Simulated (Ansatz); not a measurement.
# doublet C2H3In− at 3 levels

Wanted: a comparison of 3 runs (UHF/STO-3G, UBLYP/def2-SVPD, RPA@PBE0/def2-SVPD) of doublet C2H3In−. 

The results are computed with Ansatz 0.2.0.

48 further runs of the same task are left out: 1 that didn't finish, 47 set aside as unsound or not needed.

## Step 1: Starting point

The species is C2H3In− (6 atoms), meant as a doublet with charge -1. As SMILES of the parent species, `C#[C][InH2]`. The coordinates come from a PBE0-D4/def2-TZVP relaxation. That shape belongs to the parent species and isn't relaxed for this state.

Bond lengths: C1–C2 1.210 Å, C2–In3 2.097 Å, C1–H4 1.067 Å, In3–H5 1.713 Å, In3–H6 1.713 Å. Angles: C1–C2–In3 180.0°, C2–C1–H4 180.0°, C2–In3–H5 117.0°, C2–In3–H6 117.0°, H5–In3–H6 126.0°.

## Step 2: A single-point energy at UHF/STO-3G (run 1)

File molecule.yaml:

```yaml
crystal:
  periodic: [false, false, false]
  atoms:
    - {symbol: C, position_ang: [-0.186600, -1.928000, 0.015100]}
    - {symbol: C, position_ang: [-0.070400, -0.723400, 0.005900]}
    - {symbol: In, position_ang: [0.131900, 1.363900, -0.010600]}
    - {symbol: H, position_ang: [-0.289000, -2.989600, 0.023300]}
    - {symbol: H, position_ang: [0.673500, 2.081500, -1.468800]}
    - {symbol: H, position_ang: [-0.259400, 2.195500, 1.435000]}
basis:
  gaussian: {orbitals: STO-3G}
total_charge: -1
magnetization: {spin_polarized: true, initial_magnetization: 1}
hamiltonian: {xc: hf}
accuracy: high
output: {orbitals: {seedname: orbitals}}
```

Run with:

```
$ ansatz run molecule.yaml --threads 1 --pin off --max-ram 3480MiB --events-out events.jsonl --progress --plain --runs-dir runs
```

Log:

```text
Warning: RAYON_NUM_THREADS=1 ignored (pool sized by the plan → 1); use --threads N
Functional definition: HF
  name "HF"
  exchange = exact_x
  correlation = 0
746 factors; integrals over basis functions are off by at most 4.0e-9 eV
mean field evaluation 1: about -156713.5086 eV, gradient 1.1e1 eV
mean field evaluation 2: about -156713.5310 eV, gradient 1.0e1 eV
mean field evaluation 4: about -156714.8398 eV, gradient 2.4e0 eV
mean field evaluation 8: about -156714.9208 eV, gradient 4.0e-1 eV
mean field evaluation 16: about -156714.9680 eV, gradient 6.0e-4 eV
mean field -156714.96802707 eV, -5759.1688497744 hartree, gradient 6.6e-8 eV, S^2 0.953464; 0 other end points of the search recorded, 0 dependent functions left out
reference -156714.96802707 eV, -5759.1688497744 hartree; 33, 32 occupied and 7, 8 virtual orbitals, 746 factors
Total energy: -156714.96802707 eV, -5759.1688497744 hartree
```

It took 1 s on 1 thread of Arm Neoverse V2, shared host; peak memory 0.12 GiB.

## Step 3: A single-point energy at UBLYP/def2-SVPD (core potential) (run 2)

molecule.yaml, as its differences from that of step 2:

```diff
@@ -10,7 +10,7 @@
 basis:
-  gaussian: {orbitals: STO-3G}
+  gaussian: {orbitals: def2-SVPD}
+output: {orbitals: {seedname: orbitals}}
+hamiltonian: {xc: {name: BLYP}}
+accuracy: high
+magnetization: {spin_polarized: true, initial_magnetization: 1}
 total_charge: -1
-magnetization: {spin_polarized: true, initial_magnetization: 1}
-hamiltonian: {xc: hf}
-accuracy: high
-output: {orbitals: {seedname: orbitals}}
```

Run with:

```
$ ansatz run molecule.yaml --threads 1 --pin off --max-ram 3480MiB --events-out events.jsonl --progress --plain --runs-dir runs
```

Log:

```text
Warning: RAYON_NUM_THREADS=1 ignored (pool sized by the plan → 1); use --threads N
Functional definition: BLYP
  name "BLYP"
  parameter beta = 0.0042
  parameter a = 0.04918
  parameter b = 0.132
  parameter c = 0.2533
  parameter d = 0.349
  exchange = b88_x(beta = beta)
  correlation = lyp_c(a = a, b = b, c = c, d = d)
2051 factors; integrals over basis functions are off by at most 3.2e-9 eV
mean field evaluation 1: about -7287.5043 eV, gradient 2.3e1 eV
mean field evaluation 2: about -7284.0293 eV, gradient 3.3e1 eV
mean field evaluation 4: about -7290.4246 eV, gradient 1.5e0 eV
mean field evaluation 8: about -7290.4387 eV, gradient 6.7e-2 eV
mean field evaluation 16: about -7290.4387 eV, gradient 1.9e-5 eV
mean field -7290.43869236 eV, -267.9186803074 hartree, gradient 7.7e-8 eV, S^2 0.752041; 1 other end points of the search recorded, 0 dependent functions left out
reference -7290.43874305 eV, -267.9186821702 hartree; 19, 18 occupied and 77, 78 virtual orbitals, 2051 factors
Total energy: -7290.43874305 eV, -267.9186821702 hartree
```

Run time: 12 s. Hardware: 1 thread of Arm Neoverse V2, shared host; peak memory 0.31 GiB.

## Step 4: The energy at RPA@PBE0/def2-SVPD (core potential) (run 3)

molecule.yaml, as its differences from that of step 3:

```diff
@@ -10,7 +10,13 @@
 basis:
-  gaussian: {orbitals: def2-SVPD}
-output: {orbitals: {seedname: orbitals}}
-hamiltonian: {xc: {name: BLYP}}
+  gaussian:
+    orbitals: def2-SVPD
+total_charge: -1
+magnetization:
+  spin_polarized: true
+  initial_magnetization: 1
+hamiltonian:
+  xc: {name: PBE0}
+correlation:
+  method: rpa
+  frozen_orbitals: {C: 1, H: 0, In: 4}
 accuracy: high
-magnetization: {spin_polarized: true, initial_magnetization: 1}
-total_charge: -1
```

Run with:

```
$ ansatz run molecule.yaml --threads 1 --pin off --max-ram 3480MiB --events-out events.jsonl --progress --plain --runs-dir runs
```

Log, cut to the lines that bear on the results:

```text
Warning: RAYON_NUM_THREADS=1 ignored (pool sized by the plan → 1); use --threads N
Functional definition: PBE0
  name "PBE0"
[...]
2051 factors; integrals over basis functions are off by at most 3.2e-9 eV
[...]
mean field -7289.91908527 eV, -267.8995850990 hartree, gradient 8.7e-8 eV, S^2 0.755910; 0 other end points of the search recorded, 0 dependent functions left out
6 core orbitals not correlated: weight in the atoms' cores, before any rotation towards them, 1.000 or more for the frozen orbitals, at most 0.000 for the correlated occupied ones
reference -7252.13821408 eV, -266.5111636917 hartree; 13, 12 occupied and 77, 78 virtual orbitals, 2051 factors
Total energy: -7267.40323259 eV, -267.0721427748 hartree
```

It took 23 s on 1 thread of Arm Neoverse V2, shared host; peak memory 0.48 GiB.

## Step 5: The series

| run | level | core potential | frozen core orbitals | energy (Eh) | HOMO energy (eV) | LUMO energy (eV) | ⟨S²⟩ | wall time |
| --- | --- | --- | --- | --- | --- | --- | --- | --- |
| 1 | UHF/STO-3G | none | – | -5759.168850 | 4.39 | 14.15 | 0.953 | 1 s |
| 2 | UBLYP/def2-SVPD (core potential) | def2-SVPD | – | -267.918682 | 2.09 | 2.79 | 0.752 | 12 s |
| 3 | RPA@PBE0/def2-SVPD (core potential) | def2-SVPD | 6 | -267.072143 | – | – | 0.756 | 23 s |

## Step 6: What came out

```
                                quantity          value
                     run 3: total energy  -267.07214 Eh
 run 3: RPA correlation energy (valence)     -561.0 mEh
run 3: ⟨S²⟩ of the reference determinant          0.756
```

In words: Some runs of one species differ in core potentials or relativity; totals across that change don't compare. In runs 1, 2 the HOMO lies above zero, so the outermost electron may be held by the basis alone. In run 1 the basis is minimal, so the values are rough. In run 1 relativity is left out where basis or elements ask for it. Spin contamination of the reference: run 1 ⟨S²⟩ = 0.95. All runs together took 36 s, the longest 23 s.
